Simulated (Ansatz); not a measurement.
# TaGe3: the cost of one run

Program: Ansatz 0.2.0. Level of theory: DFT PBE, scalar-relativistic, plane waves, PAW. These are calculated values, not measurements.

**1. The structure to begin with**

The structure is tetragonal, space group I4/mmm (No. 139). Conventional cell: a = 3.976 Å, b = 3.976 Å, c = 8.881 Å, α = 90.00°, β = 90.00°, γ = 90.00°. Around Ta (site symmetry 4/mmm) lie 12 Ge at 2.81 to 2.98 Å. Ge (site symmetry 4/mmm) has 4 Ta at 2.81 Å and 8 Ge at 2.98 Å as nearest neighbours. Around Ge (site symmetry -4m2) lie 8 Ge at 2.81 to 2.98 Å and 4 Ta at 2.98 Å.

Structure file:

```cif
data_structure
_symmetry_space_group_name_H-M 'P 1'
_symmetry_Int_Tables_number 1
_cell_length_a 5.2558
_cell_length_b 5.2558
_cell_length_c 5.2558
_cell_angle_alpha 135.550
_cell_angle_beta 135.550
_cell_angle_gamma 64.676
_cell_volume 70.20
loop_
_atom_site_label
_atom_site_type_symbol
_atom_site_fract_x
_atom_site_fract_y
_atom_site_fract_z
_atom_site_occupancy
Ta1 Ta 0.00000 0.00000 0.00000 1
Ge1 Ge 0.50000 0.50000 0.00000 1
Ge2 Ge 0.25000 0.75000 0.50000 1
Ge3 Ge 0.75000 0.25000 0.50000 1
```

(A quick probe on a coarse mesh, which set the mesh and smearing, is not shown.)

**3. Relaxing cell and atoms**

Contents of input.yaml:

```yaml
crystal:
  lattice:
    - [-1.9879787139, 1.9879787139, 4.4406797246]
    - [1.9879787139, -1.9879787139, 4.4406797246]
    - [1.9879787139, 1.9879787139, -4.4406797246]
  atoms:
    - { symbol: Ta, position: [0.0, 0.0, 0.0] }
    - { symbol: Ge, position: [0.5, 0.5, 0.0] }
    - { symbol: Ge, position: [0.25, 0.75, 0.5] }
    - { symbol: Ge, position: [0.75, 0.25, 0.5] }
basis:
  ecutwfc: 420
kpoints:
  mp_grid: { grid: [16, 16, 16] }
hamiltonian:
  xc: pbe
scf:
  occupations: { method: gaussian, width: 0.1 }
output:
  forces: true
  stress: true
  eigenvalues: true
relax:
  adjacent_minimum: "off"
  f_tol: 0.01
  max_steps: 80
  cell: { stress_tol: 0.05 }
```

On the command line:

```sh
ansatz run input.yaml --threads 1 --pin off --max-ram 2560MiB --backend cpu --events-out ev --progress --plain --runs-dir out
```

Q: Estimate wall time and peak memory on 1 thread of Intel Xeon Platinum 8259CL at 2.50GHz (Skylake/Cascade Lake), shared host.

About 6.3 min, with a peak of 0.89 GiB.
